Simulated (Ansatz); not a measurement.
# SnTe5: the cost of one run

Method: DFT PBE, scalar-relativistic, plane waves, PAW, in Ansatz 0.2.0.

## (1) Starting point

Symmetry: R32, No. 155, trigonal system. The conventional cell has a = 6.745 Å, b = 6.745 Å, c = 19.058 Å, α = 90.00°, β = 90.00°, γ = 120.00°. Sn (site symmetry 32) is surrounded by 12 Te at 3.88 to 3.89 Å. Around Te (site symmetry 2) lie 10 Te at 3.86 to 3.97 Å and 2 Sn at 3.88 Å. Te (site symmetry 3) has 9 Te at 3.88 to 3.92 Å and 3 Sn at 3.89 Å as nearest neighbours.

Coordinates:

```
Sn Te
1.0
     3.37270    1.94723    6.35272
    -3.37270    1.94723    6.35272
     0.00000   -3.89446    6.35272
Sn Te
1 5
Direct
  0.50000 0.50000 0.50000
  0.33979 0.00000 0.66021
  0.83330 0.83330 0.83330
  0.00000 0.66021 0.33979
  0.66021 0.33979 0.00000
  0.16670 0.16670 0.16670
```

A structure generator made this guess: species swapped into a database cell of Mg5Zn (R32, No. 155), with Te on the Mg sites and Sn on the Zn sites. The dimensions are guesses.

## (2) The guess as it stands, on a coarse mesh

Contents of input.yaml:

```yaml
crystal:
  lattice:
    - [3.37269927, 1.94722883, 6.35272497]
    - [-3.37269927, 1.94722883, 6.35272497]
    - [0.0, -3.89445766, 6.35272497]
  atoms:
    - { symbol: Sn, position: [0.5, 0.5, 0.5] }
    - { symbol: Te, position: [0.33979268, 0.0, 0.66020732] }
    - { symbol: Te, position: [0.83329797, 0.83329797, 0.83329797] }
    - { symbol: Te, position: [0.0, 0.66020732, 0.33979268] }
    - { symbol: Te, position: [0.66020732, 0.33979268, 0.0] }
    - { symbol: Te, position: [0.16670203, 0.16670203, 0.16670203] }
basis:
  ecutwfc: 420
kpoints:
  mp_grid: { grid: [3, 3, 3] }
hamiltonian:
  xc: pbe
scf:
  occupations: { method: gaussian, width: 0.1 }
  lower_state_search: "off"
output:
  forces: true
  stress: true
  eigenvalues: true
```

Command:

```sh
$ ansatz run input.yaml --threads 1 --pin off --max-ram 2560MiB --backend cpu --events-out ev --progress --plain --runs-dir out
```

Q: Estimate wall time and peak memory on 1 thread of Intel Xeon at 2.70GHz, shared host.

About 12 s, with a peak of 0.48 GiB.
